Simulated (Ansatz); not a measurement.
# BaMo: the cost of one run

Method: DFT PBE, scalar-relativistic, plane waves, PAW, in Ansatz 0.2.0.

### 1 Starting point

It takes space group P2_13 (No. 198, cubic). Conventional cell: a = 5.782 Å, b = 5.782 Å, c = 5.782 Å, α = 90.00°, β = 90.00°, γ = 90.00°. Ba (site symmetry 3) is surrounded by 7 Mo at 2.90 to 3.25 Å. Mo (site symmetry 3) has 7 Ba at 2.90 to 3.25 Å as nearest neighbours.

Structure file:

```
CELL_PARAMETERS angstrom
5.78212 0.00000 0.00000
0.00000 5.78212 0.00000
0.00000 0.00000 5.78212
ATOMIC_POSITIONS crystal
Ba 0.13400 0.13400 0.13400
Ba 0.36600 0.86600 0.63400
Ba 0.63400 0.36600 0.86600
Ba 0.86600 0.63400 0.36600
Mo 0.84450 0.84450 0.84450
Mo 0.65550 0.15550 0.34450
Mo 0.34450 0.65550 0.15550
Mo 0.15550 0.34450 0.65550
```

This is candidate A: FeSi (B20) type (P2_13, No. 198).

(A quick probe on a coarse mesh, which set the mesh and smearing, is not shown.)

### 3 The relaxation (candidate A)

File input.yaml:

```yaml
crystal:
  lattice:
    - [5.7821219659, 0.0, 0.0]
    - [0.0, 5.7821219659, 0.0]
    - [0.0, 0.0, 5.7821219659]
  atoms:
    - { symbol: Ba, position: [0.134, 0.134, 0.134] }
    - { symbol: Ba, position: [0.366, 0.866, 0.634] }
    - { symbol: Ba, position: [0.634, 0.366, 0.866] }
    - { symbol: Ba, position: [0.866, 0.634, 0.366] }
    - { symbol: Mo, position: [0.8445, 0.8445, 0.8445] }
    - { symbol: Mo, position: [0.6555, 0.1555, 0.3445] }
    - { symbol: Mo, position: [0.3445, 0.6555, 0.1555] }
    - { symbol: Mo, position: [0.1555, 0.3445, 0.6555] }
basis:
  ecutwfc: 420
kpoints:
  mp_grid: { grid: [8, 8, 8] }
hamiltonian:
  xc: pbe
scf:
  occupations: { method: gaussian, width: 0.1 }
output:
  forces: true
  stress: true
  eigenvalues: true
relax:
  adjacent_minimum: "off"
  f_tol: 0.01
  max_steps: 80
  cell: { stress_tol: 0.05 }
```

Run with:

```bash
> ansatz run input.yaml --threads 1 --pin off --max-ram 2560MiB --backend cpu --events-out ev --progress --plain --runs-dir out
```

**Question.** How long does this run take on 1 thread of Intel Xeon Platinum 8375C at 2.90GHz (Ice Lake), shared host, and how much memory does it need?

About 5.2 min, with a peak of 0.71 GiB.
